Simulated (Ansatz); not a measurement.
**InSb: the crystal squeezed far**

An exercise on one series of results from a longer session: the logs are not shown, and one member is left open.

Program: Ansatz 0.2.0. Level of theory: DFT, LDA, PAW with Ansatz's default frozen-core files, scalar-relativistic. These are calculated values, not measurements.

## The system as given

The structure is cubic, space group F-43m (No. 216). Conventional cell: a = 6.214 Å, b = 6.214 Å, c = 6.214 Å, α = 90.00°, β = 90.00°, γ = 90.00°. Around In (site symmetry -43m) lie 4 Sb at 2.69 Å. Sb (site symmetry -43m) has 4 In at 2.69 Å as nearest neighbours.

As a file:

```cif
data_structure
_symmetry_space_group_name_H-M 'P 1'
_symmetry_Int_Tables_number 1
_cell_length_a 4.3943
_cell_length_b 4.3943
_cell_length_c 4.3943
_cell_angle_alpha 60.000
_cell_angle_beta 60.000
_cell_angle_gamma 60.000
_cell_volume 60.00
loop_
_atom_site_label
_atom_site_type_symbol
_atom_site_fract_x
_atom_site_fract_y
_atom_site_fract_z
_atom_site_occupancy
In1 In 0.00000 0.00000 0.00000 1
Sb1 Sb 0.25000 0.25000 0.25000 1
```

Whether this phase is the stable one at these pressures isn't tested.

Atoms are numbered in the order of the input: In1, Sb2.

The first run:

File input.yaml:

```yaml
crystal:
  lattice:
    - [0.0, 3.107232506, 3.107232506]
    - [3.107232506, 0.0, 3.107232506]
    - [3.107232506, 3.107232506, 0.0]
  atoms:
    - { symbol: In, position: [0.0, 0.0, 0.0] }
    - { symbol: Sb, position: [0.25, 0.25, 0.25] }
kpoints:
  mp_grid: { grid: [11, 11, 11] }
scf:
  occupations: { method: fermi_dirac, width: 0.1 }
hamiltonian:
  xc: lda
  pseudopotentials: { kind: paw }
output:
  forces: true
  stress: true
relax:
  f_tol: 0.005
  max_steps: 40
  cell: {}
```

On the command line:

```
> ansatz run input.yaml --threads 1 --pin off --max-ram 2048MiB --backend cpu --events-out ev --progress --plain --runs-dir out
```

Among the steps run: Cell relaxed at zero pressure, PAW; Volume scaled by 1, PAW; Volume scaled by 0.94, PAW; Volume scaled by 0.88, PAW; Volume scaled by 0.8, PAW; Volume scaled by 0.72, PAW; Volume scaled by 0.64, PAW; Volume scaled by 0.55, PAW; Volume scaled by 0.55, PAW (cutoff 800 eV).

One of the session's tables, all rows but one given; the rest of the session is left out.

| method | volume over the first | volume (Å³/atom) | pressure (GPa) |
| --- | --- | --- | --- |
| PAW | 1 | 33.540 | 0.00 |
| PAW | 0.94 | 31.528 | 3.34 |
| PAW | 0.88 | ? | ? |
| PAW | 0.8 | 26.832 | 17.71 |
| PAW | 0.72 | 24.149 | 33.43 |
| PAW | 0.64 | 21.466 | 59.75 |
| PAW | 0.55 | 18.447 | 113.29 |
| PAW (cutoff 800 eV) | 0.55 | 18.447 | 113.23 |

**Question.** Estimate the row for PAW, 0.88.

**Answer.** volume (Å³/atom): 29.515; pressure (GPa): 8.08. In the column «volume (Å³/atom)» it lies between PAW, 0.8 (26.832) and PAW, 0.94 (31.528).
